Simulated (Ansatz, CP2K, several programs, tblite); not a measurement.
Energy against volume for NaScSe2, ordered on the rocksalt lattice (P4/mmm) with 4 atoms a cell, at fixed shape and fractional coordinates, computed by several methods (PBE and r2SCAN, where shown, with plane waves in Ansatz); the cell shown is that of r2SCAN. With free coordinates or axes held, a curve is too stiff, and on another method's shape its minimum isn't the method's own volume. Space group P4/mmm (No. 123), tetragonal; a = 4.005 Å, c = 5.428 Å in the conventional setting, 21.76 Å³ an atom. Na is surrounded by 6 Se at 2.71–2.83 Å; Se is surrounded by 2 Na at 2.71 Å and 4 Sc at 2.83 Å; Sc is surrounded by 6 Se at 2.71–2.83 Å; Se is surrounded by 2 Sc at 2.71 Å and 4 Na at 2.83 Å. Spin-unpolarised throughout. Whether this structure exists isn't addressed. Energies count from each curve's lowest point; fits are third-order Birch-Murnaghan.

```yaml
crystal:
  lattice:
    - [4.00461, 0.00000, 0.00000]
    - [0.00000, 4.00461, 0.00000]
    - [0.00000, 0.00000, 5.42757]
  atoms:
    - { symbol: Na, position: [0.00000, 0.00000, 0.00000] }
    - { symbol: Se, position: [0.00000, 0.00000, 0.50000] }
    - { symbol: Sc, position: [0.50000, 0.50000, 0.50000] }
    - { symbol: Se, position: [0.50000, 0.50000, 0.00000] }
```

PBE, on the shape of its own relaxed cell:
```
V (Å³/atom)  E (meV/atom)
     20.793         15.76
     21.457          3.67
     22.121          0.00
     22.784          3.49
     23.448         13.11
```
V₀ = 22.11 Å³ an atom and B₀ = 58 GPa.

Question: r2SCAN, on the shape of its own relaxed cell, gives
```
V (Å³/atom)  E (meV/atom)
     20.455         17.44
     21.108          4.12
     21.760          0.00
     22.413          3.73
     23.066         14.18
```
What equilibrium volume and bulk modulus follow?

Answer: V₀ = 21.76 Å³ an atom and B₀ = 64 GPa.

Question: GFN1-xTB (tblite), on the shape of the cell shown, as a cluster of 72 atoms at the zone centre, gives
```tsv
V (Å³/atom)	E (meV/atom)
19.149	12.43
20.455	0.00
21.760	10.35
23.066	38.94
24.372	82.72
```
What equilibrium volume and bulk modulus follow?

Answer: V₀ = 20.47 Å³ an atom and B₀ = 43 GPa.

PBE/SZV (CP2K), on the shape of the cell shown:
```csv
V (Å³/atom),E (meV/atom)
19.149,95.39
20.455,25.34
21.760,0.00
23.066,8.74
24.372,39.12
```
The points scatter about the fit by more than 0.3 meV an atom, so no fit is quoted.

Question: GFN2-xTB (tblite), on the shape of the cell shown, as a cluster of 72 atoms at the zone centre, gives
```
V (Å³/atom)  E (meV/atom)
     19.149         79.62
     20.455         19.96
     21.760          0.00
     23.066          8.13
     24.372         36.62
```
What equilibrium volume and bulk modulus follow?

Answer: V₀ = 21.97 Å³ an atom and B₀ = 55 GPa.
